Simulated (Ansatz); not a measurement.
# TiO2: up Jacob's ladder to CCSD(T)

An exercise on one series of results from a longer session: the logs are not shown, and one member is left open.

Program: Ansatz 0.2.0, Gaussian basis. Level of theory: functionals in def2-TZVPP, the program's frozen cores in correlated methods. These are calculated values, not measurements.

The runs, in order: LDA (SPW92), PBE-D4, revPBE-D4, BLYP-D4, r2SCAN-D4, B97M-V, PBE0-D4, B3LYP-D4, r2SCANh-D4, r2SCAN0-D4, HSE06-D4, BHLYP-D4, CAM-B3LYP-D4, LC-ωPBE, ωB97X-V, ωB97M-V, B2PLYP, PBE-QIDH; CCSD(T)/def2-SVP; CCSD(T)/def2-TZVPP; CCSD(T)/def2-QZVPP; extrapolation to the limit; RPA on PBE.

## The relaxed structure

The geometry comes from an earlier relaxation with PBE0-D4 in a triple-zeta def2 set; it is a stationary point.

SMILES `[O]=[Ti]=[O]`, 3 atoms, charge 0, spin multiplicity 1.

Atoms are counted from 1 here; the program's logs count them from 0.

Bond lengths: O1–Ti2 1.628 Å, Ti2–O3 1.628 Å. Angles: O1–Ti2–O3 111.8°.

As a file:

| atom | x (Å) | y (Å) | z (Å) |
| --- | --- | --- | --- |
| O1 | 0.9210 | 0.9288 | 0.4446 |
| Ti2 | 0.1350 | -0.4920 | 0.3316 |
| O3 | -1.0561 | -0.4368 | -0.7762 |

The first run:

The input, in.yaml:

```yaml
crystal:
  periodic: [false, false, false]
  atoms:
    - {symbol: O, position_ang: [0.921040, 0.928763, 0.444583]}
    - {symbol: Ti, position_ang: [0.135007, -0.491960, 0.331645]}
    - {symbol: O, position_ang: [-1.056057, -0.436813, -0.776228]}
basis:
  gaussian: {orbitals: def2-TZVPP}
hamiltonian: {xc: lda}
output: {orbitals: {seedname: orbitals}}
```

Run with:

```console
ansatz run in.yaml --threads 2 --pin off --events-out ev --progress --plain --max-ram 32768MiB --backend cpu
```

Steps of the session up to this table: LDA; PBE-D4 (GGA); revPBE-D4 (GGA); BLYP-D4 (GGA); r2SCAN-D4 (meta-GGA); B97M-V (meta-GGA); PBE0-D4 (hybrid); B3LYP-D4 (hybrid); r2SCANh-D4 (hybrid); r2SCAN0-D4 (hybrid); HSE06-D4 (hybrid); BHLYP-D4 (hybrid); CAM-B3LYP-D4 (range-separated); LC-ωPBE (range-separated); ωB97X-V (range-separated); ωB97M-V (range-separated); B2PLYP (double hybrid); PBE-QIDH (double hybrid).

One of the session's tables, all rows but one given; the rest of the session is left out.

It belongs to the step «Frontier levels by functional». 

| functional | HOMO (eV) | LUMO (eV) | gap (eV) |
| --- | --- | --- | --- |
| LDA (SPW92) | -6.00 | -3.64 | 2.36 |
| PBE-D4 | -5.76 | -3.49 | 2.26 |
| revPBE-D4 | -5.67 | -3.40 | 2.26 |
| BLYP-D4 | -5.70 | -3.60 | 2.10 |
| r2SCAN-D4 | -6.02 | -3.03 | 2.99 |
| B97M-V | -6.10 | -3.32 | 2.78 |
| PBE0-D4 | -7.28 | -2.83 | 4.45 |
| B3LYP-D4 | -7.08 | -3.22 | 3.86 |
| r2SCANh-D4 | -6.60 | -2.81 | 3.79 |
| r2SCAN0-D4 | ? | ? | ? |
| HSE06-D4 | -6.88 | -3.19 | 3.69 |
| BHLYP-D4 | -8.81 | -2.54 | 6.27 |
| CAM-B3LYP-D4 | -8.77 | -2.23 | 6.54 |
| LC-ωPBE | -9.99 | -0.97 | 9.03 |
| ωB97X-V | -9.68 | -1.11 | 8.57 |
| ωB97M-V | -9.66 | -1.68 | 7.98 |

**Question.** Estimate the row for r2SCAN0-D4.

Worked estimate for «HOMO (eV)». Against the share of exact exchange, r2SCAN-D4 (0, -6.02), r2SCANh-D4 (0.1, -6.60) give a slope of -5.80 per unit share; at 0.25 the line stands at -7.47.

As computed: HOMO (eV): -7.49; LUMO (eV): -2.53; gap (eV): 4.96. In «HOMO (eV)» the line misses by +0.02.
